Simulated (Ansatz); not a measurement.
# LiCa3: the cost of one run

Program: Ansatz 0.2.0 through its Python package. Level of theory: DFT r2SCAN, plane waves, PAW. These are calculated values, not measurements.

## Step 1: Starting point

It takes space group I4/mmm (No. 139, tetragonal). Conventional cell: a = 5.199 Å, b = 5.199 Å, c = 11.120 Å, α = 90.00°, β = 90.00°, γ = 90.00°. Around Li (site symmetry 4/mmm) lie 12 Ca at 3.68 to 3.81 Å. Ca (site symmetry -4m2) has 8 Ca at 3.68 to 3.81 Å and 4 Li at 3.81 Å in its first shell of neighbours. Around Ca (site symmetry 4/mmm) lie 4 Li at 3.68 Å and 8 Ca at 3.81 Å.

The script holds or builds the structure itself.

## Step 2: Script

lica3_kconv.py

```python
"""Convergence of LiCa3 with the k-point mesh."""

import argparse

import ansatz as az
from tabulate import tabulate

parser = argparse.ArgumentParser(description="Convergence of LiCa3 with the k-point mesh.")
parser.add_argument("--functional", default="r2SCAN", help="exchange-correlation functional")
parser.add_argument("--occupations", required=True, help="how the bands are filled")
parser.add_argument("--width-ev", type=float, required=True, help="smearing width (eV)")
args = parser.parse_args()


def main() -> None:
    xtal = (
        az.Lattice.from_parameters(5.198652, 5.198652, 11.119858, alpha=90, beta=90, gamma=90)
        .space_group(139, hermann_mauguin="I4/mmm")
        .atom("Li", [0.0, 0.0, 0.0])
        .atom("Ca", [0.0, 0.5, 0.25])
        .atom("Ca", [0.5, 0.5, 0.0])
        .primitive()
    )

    setup = (
        xtal.calculation()
        .functional(args.functional)
        .pseudopotentials("paw")
        .occupations(args.occupations, width=args.width_ev)
        .forces()  # minus the gradient of the free energy
        .stress()  # positive in compression
    )

    rows = []
    for value in [(2, 2, 2), (3, 3, 3), (4, 4, 4), (5, 5, 5), (6, 6, 6), (8, 8, 8)]:
        rep = setup.kpoints(mesh=value).run(threads=1, pin="off").report
        rows.append((value, rep["free_energy_ev"] / len(rep["lattice"]["sites"]), rep["n_iterations"], sum(rep["stress_gpa"][i][i] for i in range(3)) / 3, max(abs(f) for row in rep["forces_ev_ang"] for f in row), rep["n_kpoints"]))

    print(tabulate(rows, headers=["mesh", "F/atom (eV)", "iterations", "P (GPa)", "max component (eV/A)", "k-points"], floatfmt=".4f", tablefmt="simple"))

    # the last row is the reference
    for row in rows[:-1]:
        shift = 1000 * (row[1] - rows[-1][1])
        print(f"{row[0]}: {shift:+.2f} meV/atom" + ("  (within 2 meV)" if abs(shift) < 2 else ""))


if __name__ == "__main__":
    main()
```

## Step 3: The calls as engine input

The engine receives this input (first run):

```yaml
crystal:
  lattice:
    a: 5.198652
    b: 5.198652
    c: 11.119858
    alpha: 90.0
    beta: 90.0
    gamma: 90.0
  space_group: 139
  setting:
    hermann_mauguin: I4/mmm
  atoms:
    - { symbol: Li, position: [0.0, 0.0, 0.0] }
    - { symbol: Ca, position: [0.0, 0.5, 0.25] }
    - { symbol: Ca, position: [0.5, 0.5, 0.0] }
  reduce_to_primitive: true
kpoints:
  mp_grid:
    grid: [2, 2, 2]
hamiltonian:
  xc: r2scan
  pseudopotentials:
    kind: paw
scf:
  occupations:
    method: fermi_dirac
    width: 0.1
output:
  forces: true
  stress: true
```

## Step 4: Running it

On the command line:

```sh
python lica3_kconv.py --occupations Fermi-Dirac --width-ev 0.1
```

Q: Estimate wall time and peak memory on 1 thread of Arm Neoverse V2, shared host.

About 73 s, with a peak of 1.1 GiB.
